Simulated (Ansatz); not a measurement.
The system is CsLiCr2Te2S3.

```
CELL_PARAMETERS angstrom
3.42162 -5.18069 0.00784
3.42162 5.18069 0.00784
-2.90411 0.00000 7.43093
ATOMIC_POSITIONS crystal
Cs 0.09374 0.09374 0.00853
Li 0.58875 0.58875 0.55336
Cr 0.05646 0.46755 0.55790
Cr 0.46755 0.05646 0.55790
Te 0.56486 0.87357 0.29035
Te 0.87357 0.56486 0.29035
S 0.81151 0.39697 0.73347
S 0.39697 0.81151 0.73347
S 0.21404 0.21404 0.48371
```

The cell was built by a generator and needn't be a form met in nature.

| Item | Value |
| --- | --- |
| Program | Ansatz 0.2.0 |
| Task | relaxation of cell and atoms |
| Functional | BLYP |
| Potentials or basis | Ansatz PAW |
| Cutoff | 420 eV (not typed: the program's choice for these potentials) |
| k mesh | 4 × 4 × 3 |
| Occupations | fermi-dirac, width 0.05 eV |
| Spin | collinear spin, ferromagnetic start |
| Starting moments | [0.0, 0.0, 3.0, 3.0, 0.0, 0.0, 0.0, 0.0, 0.0] μB |

At the start: volume 29.30 Å³/atom.

**Question.** Where does the relaxation end?

**Answer.** It ends after 11 steps and the volume is 33.26 Å³/atom (+13.5 %); space group Cm (No. 8, to 0.05 Å); moment 4.01 μB per cell.

The path:
| step | energy change (eV) | largest force (eV/Å) | volume (Å³) |
| --- | --- | --- | --- |
| 1 | 0.0000 | 0.2461 | 263.68 |
| 2 | -0.1136 | 0.2640 | 281.62 |
| 3 | -0.1611 | 0.1310 | 287.54 |
| 4 | -0.1678 | 0.2409 | 296.43 |
| 5 | -0.1823 | 0.0842 | 296.09 |
| 6 | -0.1856 | 0.0130 | 296.24 |
| 7 | -0.1861 | 0.0119 | 296.94 |
| 8 | -0.1863 | 0.0042 | 297.12 |
| 9 | -0.1960 | 0.0045 | 297.12 |
| 10 | -0.1966 | 0.0052 | 299.30 |
| 11 | -0.1968 | 0.0052 | 299.30 |

Final structure:
```cif
data_structure
_symmetry_space_group_name_H-M 'P 1'
_symmetry_Int_Tables_number 1
_cell_length_a 6.3731
_cell_length_b 6.3731
_cell_length_c 8.3721
_cell_angle_alpha 101.887
_cell_angle_beta 101.887
_cell_angle_gamma 109.555
_cell_volume 299.30
loop_
_atom_site_label
_atom_site_type_symbol
_atom_site_fract_x
_atom_site_fract_y
_atom_site_fract_z
_atom_site_occupancy
Cs1 Cs 0.07838 0.07838 0.01610 1
Li1 Li 0.58041 0.58041 0.55700 1
Cr1 Cr 0.07407 0.48715 0.56115 1
Cr2 Cr 0.48715 0.07407 0.56115 1
Te1 Te 0.54797 0.85769 0.29681 1
Te2 Te 0.85769 0.54797 0.29681 1
S1 S 0.82073 0.39526 0.71696 1
S2 S 0.39526 0.82073 0.71696 1
S3 S 0.22579 0.22579 0.48608 1
```

Caveat: the plane-wave basis is chosen anew once the cell has moved, so the energies of steps on either side of that aren't comparable; only a ferromagnetic start was run, and an antiferromagnetic order may lie lower in energy; the PAW data sets come from PBE, with cores solved anew for the run's functional, which leaves a small shift of forces and pressure.
